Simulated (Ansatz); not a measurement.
# Ga3Se (Pm-3m) in Ansatz: further runs

The runs below take Ga3Se through relaxation of cell and atoms, with LDA, PBE, PBEsol, RPBE, revPBE.

Everything below comes from runs of Ansatz 0.2.0. Logs are shortened: lines on timing, memory, paths and dates and some standing lists are left out, and cuts for length are marked.

## (1) The crystal as given

Symmetry: Pm-3m, No. 221, cubic system. Conventional cell: a = 4.432 Å, b = 4.432 Å, c = 4.432 Å, α = 90.00°, β = 90.00°, γ = 90.00°. Around Se (site symmetry m-3m) lie 12 Ga at 3.13 Å. Around Ga (site symmetry 4/mmm) lie 4 Se at 3.13 Å and 8 Ga at 3.13 Å.

The cell comes from a database or a generator and needn't be the stable form of this composition.

## (2) Relaxation of cell and atoms, LDA

input.yaml

```yaml
crystal:
  lattice:
    - [4.432465, 0.0, 0.0]
    - [0.0, 4.432465, 0.0]
    - [0.0, 0.0, 4.432465]
  atoms:
    - { symbol: Se, position: [0.0, 0.0, 0.0] }
    - { symbol: Ga, position: [0.5, 0.5, 0.0] }
    - { symbol: Ga, position: [0.5, 0.0, 0.5] }
    - { symbol: Ga, position: [0.0, 0.5, 0.5] }
hamiltonian:
  xc: lda
  pseudopotentials: { kind: paw }
kpoints:
  mp_grid: { grid: [6, 6, 6] }
scf:
  occupations: { method: fermi_dirac, width: 0.05 }
output:
  forces: true
  stress: true
  eigenvalues: true
relax:
  f_tol: 0.01
  max_steps: 40
  cell: { stress_tol: 0.05 }
```

Potentials or basis: Ansatz PAW.

Started as:

```bash
ansatz run input.yaml --threads 2 --pin off --max-ram 5632MiB --backend cpu --events-out ev --progress --plain --runs-dir out
```

The program printed:

```text
Warning: RAYON_NUM_THREADS=2 ignored (pool sized by the plan → 2); use --threads N
Engine: ansatz 0.2.0, aarch64-unknown-linux-gnu
Pseudopotentials: kind: paw
Pseudopotential: Se, paw, valence charge 16, recommended cutoff 420 eV (normal), Se.paw.azcp
Pseudopotential: Ga, paw, valence charge 13, recommended cutoff 420 eV (normal), Ga.paw.azcp
Functional definition: SPW92
  exchange = slater_x
  correlation = pw_c
Crystal: 4 atoms, lattice volume = 87.084 Å³
Basis set: ecut = 420 eV, 1743 PW (Γ)
Bands: 33, of which v1, the nominal top of the filled ones, is band 28 counted from 1 (27 counted from 0)
Symmetry: 48 space group operations
Space group: Pm-3m (ITA 221), of the structure as read, at distance tolerance 4.4e-5 Å
k-points: 20 of 216
Non-local potential: Se, projectors of the file, l = 0: 2, l = 1: 2, l = 2: 3, l = 3: 1
Non-local potential: Ga, projectors of the file, l = 0: 2, l = 1: 2, l = 2: 3, l = 3: 1
PAW form: soft (Blöchl's): semilocal exchange-correlation on the pseudo side does not see the compensation charge
PAW frozen core: Se, regenerated for the run's functional, and the local potential with it (the file was generated under x = pbe(κ = 0.804, μ = 0.2195149727645171), c = pbe(β = 0.06672455060314922))
PAW frozen core: Ga, regenerated for the run's functional, and the local potential with it (the file was generated under x = pbe(κ = 0.804, μ = 0.2195149727645171), c = pbe(β = 0.06672455060314922))
PAW one-centre angular grid: Se, 590 points (default); XC on 64 Gauss nodes
PAW one-centre angular grid: Ga, 590 points (default); XC on 64 Gauss nodes
Initial density: superposition of atomic densities (neutral atoms: chi_scale 0, normalization atom), corrected by the library's trained network
Initial wavefunctions: pseudopotential atomic-orbital guess
Functional: x = slater, c = lda
SCF iter   1: F=—  HF=-16504.043502 eV  |F-HF|=—  |Δ(HF+E_count)|=         —  Δρ=4.56e-3  dr2=9.08e-3  ethr=1.77e-3  ⟨swp⟩=6.2  Hψ=2401  notcnv=0
preconditioner: auto → Kerker (q_TF=auto, 2.527 Å⁻¹)  [metal: Δε(μ)=0.120 eV  Ē_g=14.350 eV  σ=0.050 eV  W_gap=0.48  n_scr=26 (ndim 8)  ℏωp=26.7 eV  f_vac=0.000  D(μ)=1.28/eV (n_scr^D=6)]
SCF iter   2: F=—  HF=-16504.039702 eV  |F-HF|=—  |Δ(HF+E_count)|=   3.80e-3  Δρ=2.44e-3  dr2=3.26e-3  ethr=1.65e-5  ⟨swp⟩=2.1  Hψ=1257  notcnv=0
[... 47 lines left out ...]
SCF 4 converged in 7 iterations: F = -16504.208167 eV  dr2 = 4.10e-12
relax step   4: F+E_penalty+E_count = -16504.20816739 eV  Δ(F+E_penalty+E_count) = +1.553e-3 eV  max|allowed force component| = 5.555e-30 eV/Å  Δτ_max = 0.0000 Å  P = -0.016 GPa  Ω = 77.343 Å³  stress off target by 1.62e-2 GPa  SCF on the basis re-selected at this cell (its energy is not comparable with the rows above)  (7 SCF iters)
basis re-selected at this cell: Δ(F+E_penalty+E_count) = +1.553e-3 eV, ΔP = +0.003 GPa vs the last step (what re-selecting the basis moved, of the pressure what is left beyond the Pulay correction that the steps carried, after the strain that the cell walked since its last selection, with what the two solves' SCF thresholds leave and, on support functions, any second-order correction that the steps lacked; it is no measure of the basis error at this ecutwfc). This SCF's stress stands 1.62e-2 GPa from its target on what of the cell is left free (relax.cell.stress_tol is 5.00e-2 GPa) and its largest allowed force component is 5.55e-30 eV/Å (relax.f_tol is 1.00e-2 eV/Å): within both
SCF converged after 7 iterations
Free energy (F): -16504.208167 eV
Harris-Foulkes:  -16504.208167 eV  (|F-HF|=0.00e0)
Internal energy: -16504.197484 eV  (E = F + TS)
E sigma→0 (E₀):  -16504.202826 eV
Entropy (-TS):   -0.010684 eV (-2.671 meV/atom)
Fermi energy:    9.916929 eV
--- Per-component energies (eV) ---
  E_band       = -467.953608
  E_kinetic    = 464.603089
  E_local      = -7483.215879  (includes V_loc(G=0)·N_el)
  E_nonlocal   = 680.026238
  E_hartree    = 3574.435740
  E_xc         = -312.961984
  E_vxc        = -277.057263  (∫ρ·V_xc dr)
  E_paw        = -7549.540204  (= ΣΔE_a)
  E_vpaw       = -1001.180557  (= ΣTr[D̂ρ^β])
  E_aug_tail   = -0.000876  (compensation charges beyond the density's cutoff)
  E_ewald      = -5884.946409
  E_core_change = 7.402802  (= ΣΔE_core)
  E_smearing   = -0.010684  (= −TS)
  E_closure    = -0.000000  (closes the sum)
  Σ components = -16504.208167   (vs F -16504.208167, Δ=0.00e0)
--- Forces (eV/Å), atoms counted from 1 ---
  atom   1  Se     0.00000000     0.00000000    -0.00000000
  atom   2  Ga    -0.00000000     0.00000000    -0.00000000
  atom   3  Ga     0.00000000    -0.00000000     0.00000000
  atom   4  Ga     0.00000000    -0.00000000    -0.00000000
  max |Σ_I F_I| component: 3.02e-30 eV/Å
--- Stress (GPa, compression-positive) ---
       -0.016168      -0.000000       0.000000
       -0.000000      -0.016168       0.000000
        0.000000       0.000000      -0.016168
  P = ⅓ Tr σ = -0.0162 GPa (-0.162 kbar)
--- Band table (eV; the first three rows and the last of 20) ---
  k-point 0: bands = ["-38.3351", "-38.3351", "-38.3351", "-38.3351", "-38.3351", "-5.3005", "-5.2280", "-5.2280", "-5.2280", "-5.1575", "-5.1575", "-5.0487", "-5.0487", "-5.0487", "-4.9671", "-4.9671", "-4.9460", "-4.8955", "-4.8955", "-4.8955", "-4.2346", "2.2078", "5.6961", "5.6961", "5.6961", "7.1451", "7.1451", "11.6722", "11.6722", "11.6722", "14.5638", "14.5638", "14.5638"]
  k-point 1: bands = ["-38.3351", "-38.3351", "-38.3351", "-38.3351", "-38.3351", "-5.2706", "-5.2235", "-5.2100", "-5.2100", "-5.1545", "-5.1436", "-5.0529", "-5.0510", "-5.0510", "-4.9803", "-4.9668", "-4.9564", "-4.9190", "-4.9190", "-4.8955", "-4.1346", "1.8610", "4.9044", "5.8953", "5.8953", "7.3071", "8.5488", "11.2179", "11.2443", "11.2443", "13.2418", "14.0189", "14.0189"]
  k-point 2: bands = ["-38.3351", "-38.3351", "-38.3351", "-38.3351", "-38.3350", "-5.2139", "-5.2006", "-5.1611", "-5.1611", "-5.1467", "-5.1091", "-5.0622", "-5.0562", "-5.0562", "-5.0239", "-4.9846", "-4.9782", "-4.9782", "-4.9653", "-4.8955", "-3.8959", "1.0748", "4.5540", "6.4093", "6.4093", "7.7272", "9.0907", "10.1178", "10.1178", "11.6141", "12.2616", "14.0999", "14.0999"]
  k-point 19: bands = ["-38.3352", "-38.3352", "-38.3352", "-38.3349", "-38.3349", "-5.3815", "-5.1622", "-5.1622", "-5.1622", "-5.1385", "-5.1385", "-5.1385", "-5.0217", "-5.0217", "-5.0042", "-5.0042", "-5.0042", "-4.9279", "-4.9279", "-4.9279", "-2.8742", "4.3925", "4.3925", "4.3925", "4.6451", "4.6451", "4.6451", "5.9624", "14.4030", "14.4030", "14.4030", "19.2565", "19.2565"]
--- Relaxed structure (3 steps of the walk, 3 accepted, 1 SCFs on fresh bases) ---
  F+E_penalty+E_count = -16504.20816739 eV   max|allowed force component| = 5.555e-30 eV/Å   (the final SCF, on the basis selected at the relaxed cell)
  cell:  # Å, volume = 77.3427 Å³
    - [4.260623129875515, -2.5689096810290164e-33, 1.5407439555097887e-33]
    - [-2.5689096810290164e-33, 4.260623129875515, 2.5679065925163143e-34]
    - [1.5407439555097887e-33, 2.5679065925163143e-34, 4.260623129875515]
  atoms:
    - { symbol: Se, position: [-1.4338677951158798e-33, -2.0276918314768805e-34, 2.896702616395912e-35] }
    - { symbol: Ga, position: [0.5, 0.5, 2.8967026163951734e-35] }
    - { symbol: Ga, position: [0.5, 1.4483513081977573e-34, 0.5] }
    - { symbol: Ga, position: [1.6945710305914204e-33, 0.5, 0.5] }
```

Wall time 9 s (2 threads of Arm Neoverse V1, shared host); peak memory 0.37 GiB.

Results:

* Free energy: -16504.2082 eV
* Relaxed volume: 19.34 Å³/atom
* Relaxed cell: a = 4.261 Å, b = 4.261 Å, c = 4.261 Å, α = 90.00°, β = 90.00°, γ = 90.00°
* Space group after relaxing (to 0.05 Å): Pm-3m (No. 221)
* Energy gained by relaxing: 42.4 meV/atom
* Ionic steps: 4
* Pressure after relaxing: 0.0 GPa
* Band gap on the k mesh: none (metal or under the smearing width)

Step by step:
```tsv
step	energy change (eV)	largest force (eV/Å)	volume (Å³)
1	0.0000	0.0000	87.08
2	-0.1712	0.0000	77.21
3	-0.1712	0.0000	77.34
4	-0.1696	0.0000	77.34
```

Final structure:
```
Se Ga
1.0
     4.26062    0.00000    0.00000
     0.00000    4.26062    0.00000
     0.00000    0.00000    4.26062
Se Ga
1 3
Direct
  0.00000 0.00000 0.00000
  0.50000 0.50000 0.00000
  0.50000 0.00000 0.50000
  0.00000 0.50000 0.50000
```

Caveat: the plane-wave basis is chosen anew once the cell has moved, so the energies of steps on either side of that aren't comparable; the PAW data sets come from PBE, with cores solved anew for the run's functional, which leaves a small shift of forces and pressure.

## (3) Relaxation of cell and atoms, PBE

input.yaml, as its differences from that of step 2:

```diff
@@ -11,3 +11,3 @@
 hamiltonian:
-  xc: lda
+  xc: pbe
   pseudopotentials: { kind: paw }
```

Potentials or basis: Ansatz PAW.

Started as:

```bash
ansatz run input.yaml --threads 2 --pin off --max-ram 5632MiB --backend cpu --events-out ev --progress --plain --runs-dir out
```

The program printed:

```text
Warning: RAYON_NUM_THREADS=2 ignored (pool sized by the plan → 2); use --threads N
[... 4 set-up lines as earlier in the session ...]
Functional definition: PBE
  parameter kappa = 0.804
  parameter beta = 0.06672455060314922
  exchange = pbe_x(kappa = kappa, mu = beta*pi^2/3)
  correlation = pbe_c(beta = beta)
Crystal: 4 atoms, lattice volume = 87.084 Å³
Basis set: ecut = 420 eV, 1743 PW (Γ), exchange–correlation on 60×60×60 points (8 copies of the dense FFT grid, shifted against one another)
Bands: 33, of which v1, the nominal top of the filled ones, is band 28 counted from 1 (27 counted from 0)
[... 2 set-up lines as earlier in the session ...]
k-points: 20 of 216
[... 7 set-up lines as earlier in the session ...]
Functional: x = pbe(κ = 0.804, μ = 0.2195149727645171), c = pbe(β = 0.06672455060314922)
SCF iter   1: F=—  HF=-16818.330955 eV  |F-HF|=—  |Δ(HF+E_count)|=         —  Δρ=7.83e-4  dr2=4.72e-4  ethr=1.77e-3  ⟨swp⟩=6.3  Hψ=2480  notcnv=0
preconditioner: auto → Resta (q_TF=auto, 2.527 Å⁻¹)  ε∞=4.5  [insulator: Δε(μ)=0.139 eV  Ē_g=14.344 eV  σ=0.050 eV  W_gap=0.55  n_scr=26 (ndim 8)  ℏωp=26.7 eV  f_vac=0.000  D(μ)=1.26/eV (n_scr^D=6)  ε∞_Penn≈4.5]
SCF iter   2: F=—  HF=-16818.329909 eV  |F-HF|=—  |Δ(HF+E_count)|=   1.05e-3  Δρ=3.88e-4  dr2=1.18e-4  ethr=8.58e-7  ⟨swp⟩=2.0  Hψ=1298  notcnv=0
SCF iter   3: F=—  HF=-16818.329960 eV  |F-HF|=—  |Δ(HF+E_count)|=   5.01e-5  Δρ=2.29e-4  dr2=3.76e-5  ethr=2.14e-7  ⟨swp⟩=2.0  Hψ=1103  notcnv=0
SCF iter   4: F=—  HF=-16818.329929 eV  |F-HF|=—  |Δ(HF+E_count)|=   3.03e-5  Δρ=7.12e-5  dr2=4.56e-6  ethr=6.85e-8  ⟨swp⟩=2.0  Hψ=783  notcnv=0
[... 50 lines left out ...]
  E_local      = -7788.360917  (includes V_loc(G=0)·N_el)
  E_nonlocal   = 668.016230
  E_hartree    = 3703.091435
  E_xc         = -312.001780
  E_vxc        = -271.449577  (∫ρ·V_xc dr)
  E_paw        = -7862.518621  (= ΣΔE_a)
  E_vpaw       = -989.076237  (= ΣTr[D̂ρ^β])
  E_aug_tail   = -0.000942  (compensation charges beyond the density's cutoff)
  E_ewald      = -5684.912351
  E_smearing   = -0.010351  (= −TS)
  E_closure    = 0.000000  (closes the sum)
  Σ components = -16818.332227   (vs F -16818.332227, Δ=0.00e0)
--- Forces (eV/Å), atoms counted from 1 ---
  atom   1  Se     0.00000000    -0.00000000     0.00000000
  atom   2  Ga     0.00000000    -0.00000000     0.00000000
  atom   3  Ga     0.00000000    -0.00000000     0.00000000
  atom   4  Ga    -0.00000000     0.00000000     0.00000000
  max |Σ_I F_I| component: 1.53e-29 eV/Å
--- Stress (GPa, compression-positive) ---
        0.003597       0.000000      -0.000000
        0.000000       0.003597      -0.000000
       -0.000000      -0.000000       0.003597
  P = ⅓ Tr σ = 0.0036 GPa (0.036 kbar)
--- Band table (eV; the first three rows and the last of 20) ---
  k-point 0: bands = ["-39.0642", "-39.0642", "-39.0641", "-39.0641", "-39.0641", "-6.1944", "-6.1693", "-6.1693", "-6.1693", "-6.1159", "-6.1159", "-6.0354", "-6.0354", "-6.0354", "-5.9711", "-5.9711", "-5.9609", "-5.9179", "-5.9179", "-5.9179", "-4.7073", "1.3281", "5.0709", "5.0709", "5.0709", "6.0383", "6.0383", "10.4776", "10.4776", "10.4776", "13.3038", "13.3038", "13.3038"]
  k-point 1: bands = ["-39.0642", "-39.0642", "-39.0641", "-39.0641", "-39.0641", "-6.1766", "-6.1661", "-6.1553", "-6.1553", "-6.1138", "-6.1058", "-6.0385", "-6.0368", "-6.0368", "-5.9806", "-5.9710", "-5.9685", "-5.9353", "-5.9353", "-5.9178", "-4.6251", "1.1061", "4.1402", "5.2470", "5.2470", "6.1747", "7.4160", "10.0972", "10.1199", "10.1199", "12.0944", "12.7974", "12.7974"]
  k-point 2: bands = ["-39.0642", "-39.0641", "-39.0641", "-39.0641", "-39.0641", "-6.1592", "-6.1341", "-6.1173", "-6.1173", "-6.1076", "-6.0808", "-6.0451", "-6.0399", "-6.0399", "-6.0098", "-5.9894", "-5.9800", "-5.9800", "-5.9700", "-5.9178", "-4.4391", "0.5627", "3.6497", "5.6977", "5.6977", "6.5128", "8.0022", "9.1560", "9.1560", "10.6406", "10.9672", "12.8048", "12.8048"]
  k-point 19: bands = ["-39.0641", "-39.0641", "-39.0641", "-39.0641", "-39.0641", "-6.2458", "-6.1160", "-6.1160", "-6.1160", "-6.1052", "-6.1052", "-6.1052", "-6.0155", "-6.0155", "-5.9972", "-5.9972", "-5.9972", "-5.9443", "-5.9443", "-5.9443", "-3.7080", "3.7720", "3.7720", "3.7720", "3.9143", "3.9143", "3.9143", "5.3063", "12.8872", "12.8872", "12.8872", "17.4875", "17.4875"]
--- Relaxed structure (3 steps of the walk, 3 accepted, 1 SCFs on fresh bases) ---
  F+E_penalty+E_count = -16818.33222668 eV   max|allowed force component| = 8.793e-30 eV/Å   (the final SCF, on the basis selected at the relaxed cell)
  cell:  # Å, volume = 85.7977 Å³
    - [4.4105409623177, 0.0, 6.419766481290786e-35]
    - [0.0, 4.4105409623177, 0.0]
    - [1.2839532962581572e-34, 0.0, 4.4105409623177]
  atoms:
    - { symbol: Se, position: [-1.9371698747146814e-34, -2.3535708758203757e-35, -9.05219567623724e-36] }
    - { symbol: Ga, position: [0.5, 0.5, -1.810439135251731e-36] }
    - { symbol: Ga, position: [0.5, -5.250273492217708e-35, 0.5] }
    - { symbol: Ga, position: [1.1043678725024761e-34, 0.5, 0.5] }
```

Wall time 8.4 s (2 threads of Arm Neoverse V1, shared host); peak memory 0.39 GiB.

Results:

```yaml
Free_energy: -16818.3322 eV
Relaxed_volume: 21.45 Å³/atom
Relaxed_cell: a = 4.411 Å, b = 4.411 Å, c = 4.411 Å, α = 90.00°, β = 90.00°, γ = 90.00°
Space_group_after_relaxing_to_0.05_Å: Pm-3m (No. 221)
Energy_gained_by_relaxing: 0.6 meV/atom
Ionic_steps: 4
Pressure_after_relaxing: 0.0 GPa
Band_gap_on_the_k_mesh: none (metal or under the smearing width)
```

The path:
```
step  energy change (eV)  largest force (eV/Å)  volume (Å³)
   1              0.0000                0.0000        87.08
   2             -0.0025                0.0000        85.91
   3             -0.0025                0.0000        85.80
   4             -0.0023                0.0000        85.80
```

Final structure:
```
CELL_PARAMETERS angstrom
4.41054 0.00000 0.00000
0.00000 4.41054 0.00000
0.00000 0.00000 4.41054
ATOMIC_POSITIONS crystal
Se 0.00000 0.00000 0.00000
Ga 0.50000 0.50000 0.00000
Ga 0.50000 0.00000 0.50000
Ga 0.00000 0.50000 0.50000
```

Caveat: the plane-wave basis is chosen anew once the cell has moved, so the energies of steps on either side of that aren't comparable.

(Part 1 of 2 ends here.)
